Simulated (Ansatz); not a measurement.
What does this script print? It uses the Python package of Ansatz (0.2.0).

`transition.py`:
```python
"""Pressure at which two phases of TiRh cross."""

import warnings

import ansatz as az
import numpy as np

config = {
    "cutoff_ev": 500,
    "xc": "r2scan",
    "tolerance": 1e-09,
    "kspacing": 0.3,
    "filling": "cold",
    "width_ev": 0.1,
}


def cscl(a_site, b_site, a):
    return (
        az.Lattice.cubic(a)
        .space_group(221)
        .atom(a_site, [0, 0, 0])
        .atom(b_site, [0.5, 0.5, 0.5])
    )


def zincblende(first, second, a):
    return (
        az.Lattice.fcc(a)
        .space_group(216)
        .atom(first, [0, 0, 0])
        .atom(second, [0.25, 0.25, 0.25])
        .primitive()
    )


def ground_state(name, crystal, pressure=0.0):
    calc = (
        crystal.calculation()
        .accuracy("medium")
        .basis(config["cutoff_ev"])
        .functional(config["xc"])
        .scf(tolerance=config["tolerance"], algorithm="direct_min")
        .kpoints(spacing=config["kspacing"])
        .occupations(config["filling"], width=config["width_ev"])
    )
    calc = calc.relax(force_tolerance=0.02, max_steps=40, cell=True, pressure=pressure)
    return calc.run(threads=1, pin="off")


def volume_per_atom(outcome):
    return abs(np.linalg.det(outcome.lattice.cell_ang)) / len(outcome.lattice.sites)

warnings.simplefilter("ignore", az.DeckWarning)

phases = {}
phases["CsCl"] = cscl("Ti", "Rh", 3.03)
phases["zincblende"] = zincblende("Ti", "Rh", 5.27)

# H = E + PV, with 1 eV per cubic angstrom equal to 160.2 GPa
pressures = [0, 5, 10, 20]
enthalpy, volume = {name: [] for name in phases}, {name: [] for name in phases}
for p in pressures:
    for name, crystal in phases.items():
        o = ground_state(name, crystal, pressure=p)
        volume[name].append(volume_per_atom(o))
        enthalpy[name].append(o.report["energy_sigma0_ev"] / len(o.lattice.sites) + p * volume[name][-1] / 160.21766)
gap = np.array(enthalpy["zincblende"]) - np.array(enthalpy["CsCl"])
rows = [(p, va, vb, 1000 * d) for p, va, vb, d in zip(pressures, volume["CsCl"], volume["zincblende"], gap)]
print("   P (GPa)  V CsCl (A^3/atom)  V zincblende (A^3/atom)  H(zincblende) - H(CsCl) (meV/atom)")
for row in rows:
    print(f"{row[0]:10d}  {row[1]:17.3f}  {row[2]:23.3f}  {row[3]:+34.1f}")
crossings = [p0 - g0 * (p1 - p0) / (g1 - g0) for p0, p1, g0, g1 in zip(pressures, pressures[1:], gap, gap[1:]) if g0 * g1 < 0]
print("crossing near", [round(float(p), 1) for p in crossings], "GPa") if crossings else print("no crossing in this range")
```

```console
$ python transition.py
   P (GPa)  V CsCl (A^3/atom)  V zincblende (A^3/atom)  H(zincblende) - H(CsCl) (meV/atom)
         0             14.716                   21.336                             +1104.4
         5             14.368                   20.407                             +1301.6
        10             14.064                   19.653                             +1482.9
        20             13.536                   18.461                             +1810.1
no crossing in this range
```

What to keep in mind:
- The settings weren't tested for convergence.
- At a fixed pressure a relaxation lowers the enthalpy F + PV, while F alone can rise.
- For the metals among these phases the mesh is modest: differences between phases can be off by up to 40 meV an atom.
- The program warned that this SCF threshold is loose for forces or stresses.
- Only these two structures are compared, at zero temperature and with their symmetry kept; either may be hypothetical, and another phase may be lower than both. Differences under about 40 meV an atom lie within the error of mesh and functional.
- The cells are prototypes set up for this calculation and needn't exist.
- The script silences the warnings on its input, which a real study should read.
- Wall time of the script: 3 min on 1 thread of Arm Neoverse V1, with other jobs on the host, peak memory 0.55 GiB.
